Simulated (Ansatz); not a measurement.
# GdN: the cost of one run

Computed with Ansatz 0.2.0 (DFT PBE+U (U_eff = 6 eV on Gd 4f), scalar-relativistic, plane waves, PAW, unless a step's input says otherwise).

These runs use a low cutoff (300 eV) and a coarse mesh on purpose, to show what cheap settings give: their numbers aren't properties of the material.

## Step 1: The structure to begin with

Symmetry: Fm-3m, No. 225, cubic system. Conventional cell: a = 4.999 Å, b = 4.999 Å, c = 4.999 Å, α = 90.00°, β = 90.00°, γ = 90.00°. Around Gd (site symmetry m-3m) lie 6 N at 2.50 Å. N (site symmetry m-3m) has 6 Gd at 2.50 Å as nearest neighbours.

As a file:

```cif
data_structure
_symmetry_space_group_name_H-M 'P 1'
_symmetry_Int_Tables_number 1
_cell_length_a 3.5348
_cell_length_b 3.5348
_cell_length_c 3.5348
_cell_angle_alpha 60.000
_cell_angle_beta 60.000
_cell_angle_gamma 60.000
_cell_volume 31.23
loop_
_atom_site_label
_atom_site_type_symbol
_atom_site_fract_x
_atom_site_fract_y
_atom_site_fract_z
_atom_site_occupancy
Gd1 Gd 0.00000 0.00000 0.00000 1
N1 N 0.50000 0.50000 0.50000 1
```

The moments start at Gd 7.00 μB.

## Step 2: A coarse mesh, to find the state of the open shells

input.yaml

```yaml
crystal:
  lattice:
    - [0.0, 2.4995, 2.4995]
    - [2.4995, 0.0, 2.4995]
    - [2.4995, 2.4995, 0.0]
  atoms:
    - { symbol: Gd, position: [0.0, 0.0, 0.0], spin: 7.0 }
    - { symbol: "N", position: [0.5, 0.5, 0.5] }
basis:
  ecutwfc: 300
  ecutrho_ratio: 4
kpoints:
  mp_grid: { grid: [5, 5, 5] }
hamiltonian:
  xc: pbe
  hubbard: { sites: [{ species: Gd, l: f, u_eff: 6.0 }] }
scf:
  occupations: { method: gaussian, width: 0.05 }
output:
  forces: true
  stress: true
  eigenvalues: true
  populations: true
  hubbard: { sites: [{ species: Gd, l: f }] }
magnetization:
  spin_polarized: true
```

The run is started by

```console
$ ansatz run input.yaml --threads 1 --pin off --max-ram 2560MiB --backend cpu --events-out ev --progress --plain --runs-dir out
```

**Question.** How long does this run take on 1 thread of AMD EPYC (Zen 3), shared host, and how much memory does it need?

About 6.8 s, with a peak of 0.36 GiB.
